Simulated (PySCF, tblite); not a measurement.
# C5H7NO2: geometry, infrared bands and NMR shifts

Aim: predict the infrared bands and NMR shifts of C5H7NO2 (`CNC(=O)/C=C/C=O`).

Programs: tblite 0.8.0 and PySCF 2.14.0, with density-fitted response routines of our own. Each step states its level of theory. These are calculated values for one molecule in the gas phase, unless marked as measured. Atoms are numbered from 0 throughout.

### Step 1. Starting geometry

15 atoms, charge 0, multiplicity 1; geometry from: force field or distance geometry start.

Bonds of the start (Å): C0–N1 1.44, N1–C2 1.41, C2–O3 1.29, C2–C4 1.46, C4–C5 1.33, C5–C6 1.46, C6–O7 1.26, C0–H8 1.11, C0–H9 1.11, C0–H10 1.12, N1–H11 1.07, C4–H12 1.07, C5–H13 1.07, C6–H14 1.09.

### Step 2. Relaxing the molecule with GFN2-xTB

What the job is given:

```
{"job": {"kind": "relax", "xc": "GFN2-xTB", "basis": "xTB"}, "charge": 0, "multiplicity": 1}
C     -2.855100    -0.556100     0.030700
N     -1.450300    -0.593500     0.359700
C     -0.474000     0.059200    -0.419000
O     -0.815500     0.731700    -1.471300
C      0.952400     0.050100    -0.123500
C      1.838600     0.676500    -0.886600
C      3.239000     0.588400    -0.484900
O      3.643400    -0.041900     0.532700
H     -3.225200     0.472900     0.223800
H     -3.044200    -0.783300    -1.038800
H     -3.440500    -1.299600     0.637400
H     -1.120400    -1.135100     1.222700
H      1.276900    -0.485700     0.737900
H      1.499400     1.216700    -1.751400
H      3.971300     1.107700    -1.096800
```

Launch:

```sh
$ OMP_NUM_THREADS=1 python probes_run.py task.json out
```

One launch serves the whole session: the jobs run in the order shown.

**Question.** This job is followed by: GFN2-xTB harmonic vibrations, gas phase; GIAO PBE0/pcSseg-1 NMR shielding, non-relativistic, gas phase. Predict these results of the whole session: strongest single infrared mode (GFN2-xTB); zero-point energy (GFN2-xTB); ¹³C shifts against TMS (PBE0/pcSseg-1); ¹H shifts against TMS (PBE0/pcSseg-1, means over atoms taken as alike); ¹⁵N shifts against NH3 (PBE0/pcSseg-1); ¹⁷O shifts against H2O (PBE0/pcSseg-1); surface potential, 1st and 99th percentile.

**Answer**, as computed:

| quantity | value |
| --- | --- |
| strongest single infrared mode (GFN2-xTB) | 1714 cm⁻¹, 405 km/mol |
| zero-point energy (GFN2-xTB) | 70.6 kcal/mol |
| ¹³C shifts against TMS (PBE0/pcSseg-1) | 195.3, 164.8, 141.5, 140.7, 27.0 ppm |
| ¹H shifts against TMS (PBE0/pcSseg-1, means over atoms taken as alike) | 10.17, 7.35, 6.69, 4.95, 3.30 ppm |
| ¹⁵N shifts against NH3 (PBE0/pcSseg-1) | 131.6 ppm |
| ¹⁷O shifts against H2O (PBE0/pcSseg-1) | 699.5, 377.4 ppm |
| surface potential, 1st and 99th percentile | -1.77 V and 2.22 V |

Relaxing lowered the energy by 0.711 eV in 116 steps; the close pair that moved most is C2–O3, from 1.295 to 1.215 Å. All 39 modes are real, so the xTB geometry is a minimum. The strongest single mode, at 1714 cm⁻¹, moves mainly C2 and O3. GFN2-xTB is a fitted tight-binding method: band positions and strengths are rough. Its intensities can rank the bands wrongly. The most deshielded carbon is C6 (aldehyde carbonyl carbon), at 195.3 ppm: the double bond to the heteroatom, with no lone-pair donor beside it, deshields it most. The most deshielded hydrogen is H14 (hydrogen on an aldehyde carbonyl carbon), at 10.17 ppm: the formyl region, downfield of aromatic protons. At PBE0/pcSseg-1: The widest tensor belongs to O7: span 1442 ppm, with a paramagnetic part of -767 ppm. At PBE0/pcSseg-1, counted by nearest atom on the grid, the HOMO lies on N1 45 %; O3 30 %, the LUMO on C4 22 %; C5, C6 about 16 % each.
